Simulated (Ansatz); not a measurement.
Crystal: Ba2Tl5V3O12.

```
Ba V Tl O
1.0
    10.97457    0.00000    0.00000
     0.00000   10.97457    0.00000
     0.00000    0.00000    6.60400
Ba V Tl O
2 3 5 12
Cartesian
  0.0000 5.4873 0.0000
  5.4873 0.0000 0.0000
  5.4873 5.4873 0.0000
  5.4873 0.0000 3.3020
  0.0000 5.4873 3.3020
  5.4873 5.4873 3.3020
  7.8205 3.1541 2.6567
  3.1541 7.8205 2.6567
  7.8205 7.8205 3.9473
  3.1541 3.1541 3.9473
  4.5066 6.4680 1.0415
  6.4680 4.5066 1.0415
  6.4680 6.4680 5.5625
  4.5066 4.5066 5.5625
  6.4378 0.9405 2.2043
  4.5368 0.9405 4.3997
  6.4378 10.0340 4.3997
  4.5368 10.0340 2.2043
  0.9405 6.4378 2.2043
  0.9405 4.5368 4.3997
  10.0340 6.4378 4.3997
  10.0340 4.5368 2.2043
```

The cell was built by a generator and needn't be a form met in nature.

| Property | Result |
| --- | --- |
| Program | Ansatz 0.2.0 |
| Task | relaxation of cell and atoms |
| Functional | PBEsol |
| Potentials or basis | Ansatz PAW |
| Cutoff | 420 eV (not typed: the program's choice for these potentials) |
| k mesh | 2 × 2 × 3 |
| Occupations | fermi-dirac, width 0.05 eV |
| Spin | collinear spin, ferromagnetic start |
| Starting moments | [0.0, 0.0, 2.0, 2.0, 2.0, 0.0, 0.0, 0.0, 0.0, 0.0, 0.0, 0.0, 0.0, 0.0, 0.0, 0.0, 0.0, 0.0, 0.0, 0.0, 0.0, 0.0] μB |

At the start: volume 36.15 Å³/atom.

Task: Where does the relaxation end?

Result: It ends after 9 steps and the volume is 33.40 Å³/atom (-7.6 %); space group P-42m (No. 111, to 0.05 Å); moment 0.00 μB per cell.

Step by step:
```csv
step,energy change (eV),largest force (eV/Å),volume (Å³)
1,0.0000,0.3054,795.39
2,-0.1290,0.3629,739.23
3,-0.2137,0.0574,755.05
4,-0.2258,0.0233,749.75
5,-0.2330,0.0100,745.87
6,-0.2373,0.0043,742.99
7,-0.1914,0.0040,742.99
8,-0.2057,0.0069,734.72
9,-0.1943,0.0068,734.72
```

Final structure:
```xyz
22
Lattice="10.6060 0.0000 0.0000 0.0000 10.6060 0.0000 0.0000 0.0000 6.5317" Properties=species:S:1:pos:R:3 pbc="T T T"
Ba    0.0000    5.3030    0.0000
Ba    5.3030    0.0000    0.0000
V     5.3030    5.3030    0.0000
V     5.3030    0.0000    3.2658
V     0.0000    5.3030    3.2658
Tl    5.3030    5.3030    3.2658
Tl    7.5228    3.0832    2.7599
Tl    3.0832    7.5228    2.7599
Tl    7.5228    7.5228    3.7718
Tl    3.0832    3.0832    3.7718
O     4.3326    6.2734    1.0416
O     6.2734    4.3326    1.0416
O     6.2734    6.2734    5.4901
O     4.3326    4.3326    5.4901
O     6.2467    0.9326    2.1752
O     4.3593    0.9326    4.3565
O     6.2467    9.6733    4.3565
O     4.3593    9.6733    2.1752
O     0.9326    6.2467    2.1752
O     0.9326    4.3593    4.3565
O     9.6733    6.2467    4.3565
O     9.6733    4.3593    2.1752
```

Caveat: the plane-wave basis is chosen anew once the cell has moved, so the energies of steps on either side of that aren't comparable; the PAW data sets come from PBE, with cores solved anew for the run's functional, which leaves a small shift of forces and pressure; the starting moments weren't kept.
